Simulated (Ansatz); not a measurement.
# NaLaMnMoO6 (P2_1) in Ansatz: relaxation of cell and atoms with PBEsol

Aim: the relaxation of cell and atoms of NaLaMnMoO6 with PBEsol.

Everything below comes from runs of Ansatz 0.2.0. Logs are shortened: lines on timing, memory, paths and dates and some standing lists are left out, and cuts for length are marked.

### 1 The crystal as given

Symmetry: P2_1, No. 4, monoclinic system. Conventional cell: a = 5.557 Å, b = 5.598 Å, c = 8.025 Å, α = 90.00°, β = 90.44°, γ = 90.00°. Na (site symmetry 1) has 4 O at 2.36 to 2.63 Å as nearest neighbours. La (site symmetry 1) has 8 O at 2.40 to 2.69 Å as nearest neighbours. Mn (site symmetry 1) is surrounded by 6 O at 2.07 to 2.20 Å. Mo (site symmetry 1) is surrounded by 5 O at 1.83 to 2.03 Å. O (site symmetry 1) is surrounded by 1 Mo at 1.83 Å and 1 Mn at 2.08 Å. Around O (site symmetry 1) lie 1 Mo at 1.87 Å. O (site symmetry 1) is surrounded by 1 Mo at 1.91 Å and 1 Mn at 2.08 Å. O (site symmetry 1) is surrounded by 1 Mo at 2.03 Å and 1 Mn at 2.07 Å.

The cell was built by a generator and needn't be a form met in nature.

### 2 Relaxation of cell and atoms, PBEsol, collinear spin, ferromagnetic start

input.yaml

```yaml
crystal:
  lattice:
    - [5.55735, 0.0, 0.00053]
    - [0.0, 5.59794, 0.0]
    - [-0.0629, 0.0, 8.02462]
  atoms:
    - { symbol: Na, position: [0.75008, 0.51572, 0.49924] }
    - { symbol: Na, position: [0.24992, 0.01572, 0.50076] }
    - { symbol: La, position: [0.25715, 0.95896, 0.99937] }
    - { symbol: La, position: [0.74285, 0.45896, 0.00063] }
    - { symbol: Mn, position: [0.24767, 0.48762, 0.25607], spin: 4.0 }
    - { symbol: Mn, position: [0.75233, 0.98762, 0.74393], spin: 4.0 }
    - { symbol: Mo, position: [0.75559, 0.99666, 0.2709], spin: 1.0 }
    - { symbol: Mo, position: [0.24441, 0.49666, 0.7291], spin: 1.0 }
    - { symbol: O, position: [0.67335, 0.9783, 0.49061] }
    - { symbol: O, position: [0.03402, 0.81017, 0.27726] }
    - { symbol: O, position: [0.93353, 0.2891, 0.28026] }
    - { symbol: O, position: [0.47817, 0.20966, 0.19922] }
    - { symbol: O, position: [0.54435, 0.73563, 0.20079] }
    - { symbol: O, position: [0.82956, 0.01818, 0.00392] }
    - { symbol: O, position: [0.32665, 0.4783, 0.50939] }
    - { symbol: O, position: [0.96598, 0.31017, 0.72274] }
    - { symbol: O, position: [0.06647, 0.7891, 0.71974] }
    - { symbol: O, position: [0.52183, 0.70966, 0.80078] }
    - { symbol: O, position: [0.45565, 0.23563, 0.79921] }
    - { symbol: O, position: [0.17044, 0.51818, 0.99608] }
hamiltonian:
  xc: pbesol
  pseudopotentials: { kind: paw }
magnetization:
  spin_polarized: true
kpoints:
  mp_grid: { grid: [4, 4, 3] }
scf:
  occupations: { method: fermi_dirac, width: 0.05 }
output:
  forces: true
  stress: true
  eigenvalues: true
relax:
  f_tol: 0.01
  max_steps: 40
  cell: { stress_tol: 0.05 }
```

Potentials or basis: Ansatz PAW.

Launch:

```console
$ ansatz run input.yaml --threads 8 --pin off --max-ram 20480MiB --backend cpu --events-out ev --progress --plain --runs-dir out
```

What it wrote:

```text
Warning: RAYON_NUM_THREADS=8 ignored (pool sized by the plan → 8); use --threads N
Engine: ansatz 0.2.0, aarch64-unknown-linux-gnu
Pseudopotentials: kind: paw
Pseudopotential: Na, paw, valence charge 9, recommended cutoff 420 eV (normal), Na.paw.azcp
Pseudopotential: La, paw, valence charge 11, recommended cutoff 420 eV (normal), La.paw.azcp
Pseudopotential: Mn, paw, valence charge 15, recommended cutoff 420 eV (normal), Mn.paw.azcp
Pseudopotential: Mo, paw, valence charge 14, recommended cutoff 420 eV (normal), Mo.paw.azcp
Pseudopotential: O, paw, valence charge 6, recommended cutoff 420 eV (normal), O.paw.azcp
Functional definition: PBEsol
  exchange = pbesol_x
  correlation = pbesol_c
Crystal: 20 atoms, lattice volume = 249.644 Å³
Basis set: ecut = 420 eV, 4887 PW (Γ), exchange–correlation on 80×80×108 points (8 copies of the dense FFT grid, shifted against one another)
Bands: 110, of which v1, the nominal top of the filled ones, is band 85 counted from 1 (84 counted from 0)
Symmetry: 2 space group operations
Space group: P21 (ITA 4), of the structure as read, at distance tolerance 6.3e-5 Å
Magnetic group: BNS 4.7 (UNI 14), of the structure as read, at distance tolerance 6.3e-5 Å
k-points: 21 of 48 (time reversal used)
Non-local potential: Na, projectors of the file, l = 0: 3, l = 1: 2, l = 2: 1
[... 358 lines left out ...]
  k-point 2 ↑: bands = ["-69.5812", "-69.5812", "-51.6167", "-51.6166", "-39.7096", "-39.7089", "-38.4811", "-38.4811", "-38.4388", "-38.4388", "-38.4301", "-38.4301", "-25.8762", "-25.8755", "-25.8213", "-25.8212", "-25.8018", "-25.8016", "-20.1457", "-20.0440", "-11.8305", "-11.8255", "-11.8187", "-11.8114", "-11.8015", "-11.7973", "-8.0306", "-7.8853", "-7.6294", "-7.4642", "-7.3285", "-7.2332", "-7.0495", "-7.0198", "-6.8578", "-6.7138", "-6.6376", "-6.6346", "-3.7561", "-3.6901", "-3.6139", "-3.3342", "-3.2013", "-3.1474", "4.0007", "4.3530", "4.6801", "4.7105", "4.7865", "4.8125", "5.0228", "5.2002", "5.3055", "5.3596", "5.5627", "5.6897", "6.1039", "6.2841", "6.3792", "6.4154", "6.5821", "6.7325", "6.9006", "7.3560", "7.3987", "7.5615", "7.5741", "7.7189", "7.8186", "7.9058", "7.9787", "8.2093", "8.2697", "8.3676", "8.4551", "8.5591", "8.5850", "8.8534", "8.9192", "8.9921", "9.5472", "9.6378", "9.7661", "9.7908", "10.1147", "10.1850", "11.0775", "11.2673", "11.4457", "11.5131", "12.4323", "12.5006", "12.5419", "12.7938", "12.9026", "12.9273", "14.6613", "14.6946", "14.7242", "14.7659", "14.7810", "14.7957", "14.8287", "14.8769", "14.9349", "14.9637", "14.9670", "14.9775", "15.0121", "15.1234"]
  k-point 20 ↓: bands = ["-65.2335", "-65.2335", "-51.3538", "-51.3538", "-39.7092", "-39.7092", "-34.2648", "-34.2648", "-34.1683", "-34.1683", "-34.1496", "-34.1496", "-25.5878", "-25.5878", "-25.5529", "-25.5529", "-25.5126", "-25.5126", "-20.0817", "-20.0817", "-11.8386", "-11.8386", "-11.8121", "-11.8121", "-11.7952", "-11.7952", "-8.0938", "-8.0938", "-7.4259", "-7.4259", "-7.1556", "-7.1556", "-6.9675", "-6.9675", "-6.7055", "-6.7055", "-6.4549", "-6.4549", "-3.6990", "-3.6990", "-3.3281", "-3.3281", "-2.8179", "-2.8179", "4.2149", "4.2149", "4.9038", "4.9038", "5.0043", "5.0043", "5.5237", "5.5237", "5.6577", "5.6577", "5.8721", "5.8721", "6.5668", "6.5668", "6.6599", "6.6599", "7.0928", "7.0928", "7.2593", "7.2593", "7.4105", "7.4105", "7.7486", "7.7486", "7.8733", "7.8733", "8.1439", "8.1439", "8.3611", "8.3611", "8.5973", "8.5973", "8.7365", "8.7365", "9.1357", "9.1357", "12.1700", "12.1700", "12.7030", "12.7030", "12.8307", "12.8307", "13.4608", "13.4608", "13.5363", "13.5363", "13.7388", "13.7388", "14.4881", "14.4881", "14.6442", "14.6442", "14.6913", "14.6913", "14.8246", "14.8246", "14.8459", "14.8459", "14.8989", "14.8989", "14.9439", "14.9439", "15.0302", "15.0302", "15.0812", "15.0812"]
--- Relaxed structure (13 steps of the walk, 12 accepted, 2 SCFs on fresh bases) ---
  F+E_penalty+E_count = -39553.03898412 eV   max|allowed force component| = 4.088e-3 eV/Å   (the final SCF, on the basis selected at the relaxed cell)
  cell:  # Å, volume = 237.0556 Å³
    - [5.493037815933699, -7.024692332102562e-19, 0.0036936401769250126]
    - [-7.103027932900502e-19, 5.503382358244375, 2.8340771572546444e-17]
    - [-0.05758645360848777, 4.0634340564955244e-17, 7.841619198973222]
  atoms:
    - { symbol: Na, position: [0.7506879616745977, 0.5153780517219492, 0.4999869810784705] }
    - { symbol: Na, position: [0.24931203832540222, 0.015378051721949115, 0.5000130189215297] }
    - { symbol: La, position: [0.2555048681957536, 0.9655928010567432, 0.9993177994940431] }
    - { symbol: La, position: [0.7444951318042466, 0.46559280105674294, 0.0006822005059572487] }
    - { symbol: Mn, position: [0.24775654614541393, 0.491894820469274, 0.25601096878397267] }
    - { symbol: Mn, position: [0.7522434538545859, 0.9918948204692741, 0.7439890312160273] }
    - { symbol: Mo, position: [0.7542373900486433, 0.997120327432321, 0.2701195071315727] }
    - { symbol: Mo, position: [0.24576260995135635, 0.4971203274323206, 0.7298804928684274] }
    - { symbol: O, position: [0.6760080337865029, 0.9787386550680667, 0.4961844575289211] }
    - { symbol: O, position: [0.034658997511084526, 0.8029918407255131, 0.27438172746865797] }
    - { symbol: O, position: [0.9412321507251303, 0.2894053303490544, 0.276794358041078] }
    - { symbol: O, position: [0.47943590452379603, 0.2145124661434516, 0.20194175303049985] }
    - { symbol: O, position: [0.5368660217152811, 0.7333778728822333, 0.2032474740621568] }
    - { symbol: O, position: [0.8210856276352592, 0.010987834151395339, 0.001983905819888874] }
    - { symbol: O, position: [0.3239919662134972, 0.4787386550680665, 0.5038155424710792] }
    - { symbol: O, position: [0.9653410024889155, 0.3029918407255132, 0.7256182725313421] }
    - { symbol: O, position: [0.058767849274869055, 0.7894053303490547, 0.723205641958922] }
    - { symbol: O, position: [0.520564095476204, 0.7145124661434517, 0.7980582469695002] }
    - { symbol: O, position: [0.4631339782847189, 0.23337787288223297, 0.7967525259378435] }
    - { symbol: O, position: [0.17891437236474067, 0.5109878341513954, 0.9980160941801115] }
```

Run time: 7 min. Hardware: 8 threads of Arm Neoverse V2, shared host; peak memory 2 GiB.

Results:

```yaml
Free_energy: -39553.0390 eV
Relaxed_volume: 11.85 Å³/atom
Relaxed_cell: a = 5.493 Å, b = 5.503 Å, c = 7.842 Å, α = 90.00°, β = 90.38°, γ = 90.00°
Space_group_after_relaxing_to_0.05_Å: P2_1 (No. 4)
Energy_gained_by_relaxing: 10.8 meV/atom
Ionic_steps: 14
Pressure_after_relaxing: 0.0 GPa
Largest_force_after_relaxing: 0.004 eV/Å
Band_gap_on_the_k_mesh: none (metal or under the smearing width)
Net_moment: 9.52 μB per cell
Absolute_moment: 9.60 μB per cell
Site_moments: Na +0.00; La +0.01; Mn +3.50; Mo +0.20; O +0.03, +0.04, +0.05, +0.06 μB
```

Forces in eV/Å, atoms in the order of the input:
```
Na   0.000  0.001  0.000
Na   0.000  0.001  0.000
La   0.001  0.000  0.001
La  -0.001  0.000 -0.001
Mn  -0.002  0.000 -0.002
Mn   0.002  0.000  0.002
Mo   0.004 -0.001 -0.001
Mo  -0.004 -0.001  0.001
O   -0.001 -0.002  0.002
O    0.000  0.001  0.001
O   -0.001  0.001  0.001
O   -0.001  0.000 -0.001
O    0.000  0.000 -0.001
O   -0.002  0.001 -0.002
O    0.001 -0.002 -0.002
O    0.000  0.001 -0.001
O    0.001  0.001 -0.001
O    0.001  0.000  0.001
O    0.000  0.000  0.001
O    0.002  0.001  0.002
```

The path:
```
step  energy change (eV)  largest force (eV/Å)  volume (Å³)
   1              0.0000                0.1723       249.64
   2             -0.1643                0.3653       239.71
   3             -0.2118                0.1887       240.41
   4             -0.2309                0.1223       239.48
   5             -0.2451                0.1546       238.02
   6             -0.2481                0.0574       238.00
   7             -0.2510                0.0408       237.76
   8             -0.2514                0.0121       237.77
   9             -0.2157                0.0121       237.77
  10             -0.2199                0.0374       236.76
  11             -0.2192                0.0226       237.03
  12             -0.2189                0.0165       237.13
  13             -0.2192                0.0045       237.06
  14             -0.2166                0.0045       237.06
```

Final structure:
```cif
data_structure
_symmetry_space_group_name_H-M 'P 1'
_symmetry_Int_Tables_number 1
_cell_length_a 5.4930
_cell_length_b 5.5034
_cell_length_c 7.8418
_cell_angle_alpha 90.000
_cell_angle_beta 90.382
_cell_angle_gamma 90.000
_cell_volume 237.06
loop_
_atom_site_label
_atom_site_type_symbol
_atom_site_fract_x
_atom_site_fract_y
_atom_site_fract_z
_atom_site_occupancy
Na1 Na 0.75069 0.51538 0.49999 1
Na2 Na 0.24931 0.01538 0.50001 1
La1 La 0.25550 0.96559 0.99932 1
La2 La 0.74450 0.46559 0.00068 1
Mn1 Mn 0.24776 0.49189 0.25601 1
Mn2 Mn 0.75224 0.99189 0.74399 1
Mo1 Mo 0.75424 0.99712 0.27012 1
Mo2 Mo 0.24576 0.49712 0.72988 1
O1 O 0.67601 0.97874 0.49618 1
O2 O 0.03466 0.80299 0.27438 1
O3 O 0.94123 0.28941 0.27679 1
O4 O 0.47944 0.21451 0.20194 1
O5 O 0.53687 0.73338 0.20325 1
O6 O 0.82109 0.01099 0.00198 1
O7 O 0.32399 0.47874 0.50382 1
O8 O 0.96534 0.30299 0.72562 1
O9 O 0.05877 0.78941 0.72321 1
O10 O 0.52056 0.71451 0.79806 1
O11 O 0.46313 0.23338 0.79675 1
O12 O 0.17891 0.51099 0.99802 1
```

Levels at points of the mesh, in eV from the Fermi level:
Spin up:
| k point | band 88 | band 89 | band 90 | band 91 | band 92 | band 93 |
| --- | --- | --- | --- | --- | --- | --- |
| (0.00, 0.00, 0.00) | -0.98 | -0.82 | -0.30 | 0.50 | 0.78 | 0.79 |
| (0.00, -0.50, 0.00) | -0.59 | -0.22 | -0.22 | 0.50 | 0.50 | 0.72 |
| (-0.50, 0.00, 0.00) | -0.42 | -0.38 | -0.28 | 0.38 | 0.54 | 0.59 |
| (-0.50, -0.50, 0.00) | -0.87 | -0.31 | -0.31 | 0.62 | 0.62 | 0.72 |
Spin down:
```
             k point  band 76  band 77  band 78  band 79  band 80  band 81  band 82  band 83  band 84  band 85
  (0.00, 0.00, 0.00)    -2.95    -2.87    -2.77    -2.73    -2.72    -0.18    -0.08     0.02     0.05     0.96
 (0.00, -0.50, 0.00)    -3.24    -3.19    -3.19    -2.80    -2.80     0.34     0.34     0.66     0.66     0.74
 (-0.50, 0.00, 0.00)    -3.20    -3.11    -2.99    -2.80    -2.61     0.23     0.30     0.55     0.64     0.64
(-0.50, -0.50, 0.00)    -3.24    -3.10    -3.10    -2.69    -2.69     0.01     0.01     0.83     0.83     1.02
```

Caveat: the magnetic or orbital state may not be the lowest; the plane-wave basis is chosen anew once the cell has moved, so the energies of steps on either side of that aren't comparable; the pressure holds a Pulay correction of +0.6 GPa for the finite cutoff; semilocal functionals often make such compounds metallic where correlation or magnetic order opens a gap, which also shifts bond lengths; only a ferromagnetic start was run, and an antiferromagnetic order may lie lower in energy; the PAW data sets come from PBE, with cores solved anew for the run's functional, which leaves a small shift of forces and pressure.
